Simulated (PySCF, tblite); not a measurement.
**C4H12N2Si: geometry, infrared bands and NMR shifts**

Aim: predict the infrared bands and NMR shifts of C4H12N2Si (`C[C@@H]1CCNN1[SiH3]`).

Computed with tblite 0.8.0 and PySCF 2.14.0, with density-fitted response routines of our own, on a single molecule in the gas phase. Atoms are numbered from 0 throughout.

## (1) Starting geometry

19 atoms, charge 0, multiplicity 1; geometry from: force field or distance geometry start.

Bonds of the start (Å): C0–C1 1.50, C1–C2 1.52, C2–C3 1.49, C3–N4 1.46, N4–N5 1.37, N5–Si6 1.75, N5–C1 1.42, C0–H7 1.12, C0–H8 1.11, C0–H9 1.12, C1–H10 1.09, C2–H11 1.11, C2–H12 1.13, C3–H13 1.11, C3–H14 1.11, N4–H15 1.03, Si6–H16 1.47, Si6–H17 1.48, Si6–H18 1.47.

## (2) Optimising the geometry with GFN2-xTB

The job: settings as JSON, then the geometry in Å.

```
{"job": {"kind": "relax", "xc": "GFN2-xTB", "basis": "xTB"}, "charge": 0, "multiplicity": 1}
C     -0.621000     1.744600    -0.034900
C     -0.261300     0.399600    -0.601500
C     -1.472700    -0.495000    -0.429400
C     -1.151300    -1.212100     0.833200
N      0.290100    -1.422000     0.716000
N      0.695400    -0.190800     0.271000
Si     2.388600     0.037900    -0.092500
H     -0.560500     1.776000     1.083600
H      0.042000     2.508100    -0.487100
H     -1.672100     2.011800    -0.321000
H      0.023600     0.493100    -1.646600
H     -1.568900    -1.221200    -1.266100
H     -2.383200     0.159500    -0.338000
H     -1.688300    -2.172600     0.936500
H     -1.307600    -0.566900     1.727900
H      0.431400    -2.211100     0.074000
H      2.983400    -0.985500    -0.966500
H      3.131800    -0.010100     1.191500
H      2.690800     1.366000    -0.657600
```

On the command line:

```sh
OMP_NUM_THREADS=1 python probes_run.py task.json out
```

The driver reads the jobs from task.json and runs them one after another.

**Question.** This job is followed by: GFN2-xTB harmonic vibrations, gas phase; GIAO PBE0/pcSseg-1 NMR shielding, non-relativistic, gas phase. Predict these results of the whole session: strongest single infrared mode (GFN2-xTB); zero-point energy (GFN2-xTB); ¹³C shifts against TMS (PBE0/pcSseg-1); ¹H shifts against TMS (PBE0/pcSseg-1, means over atoms taken as alike); ¹⁵N shifts against NH3 (PBE0/pcSseg-1); ²⁹Si shifts against TMS (PBE0/pcSseg-1).

The runs gave:

```
                                                              quantity                                               value
                             strongest single infrared mode (GFN2-xTB)                               2124 cm⁻¹, 398 km/mol
                                          zero-point energy (GFN2-xTB)                                       98.1 kcal/mol
                                ¹³C shifts against TMS (PBE0/pcSseg-1)                          55.5, 50.7, 42.0, 24.8 ppm
¹H shifts against TMS (PBE0/pcSseg-1, means over atoms taken as alike)  4.75, 3.30, 2.91, 2.88, 2.85, 1.91, 1.54, 1.15 ppm
                                ¹⁵N shifts against NH3 (PBE0/pcSseg-1)                                     123.0, 95.8 ppm
                               ²⁹Si shifts against TMS (PBE0/pcSseg-1)                                           -66.1 ppm
```

Relaxing lowered the energy by 0.579 eV in 107 steps; the close pair that moved most is N4–N5, from 1.370 to 1.421 Å. All 51 modes are real, so the xTB geometry is a minimum. The strongest single mode, at 2124 cm⁻¹, moves mainly H16. GFN2-xTB is a fitted tight-binding method: band positions and strengths are rough. Its intensities can rank the bands wrongly. The most deshielded carbon is C1 (sp3 CH bonded to N), at 55.5 ppm: deshielded by the electronegative neighbour. At PBE0/pcSseg-1: Shielding is most anisotropic at N5 (span 144 ppm, paramagnetic term -154 ppm).
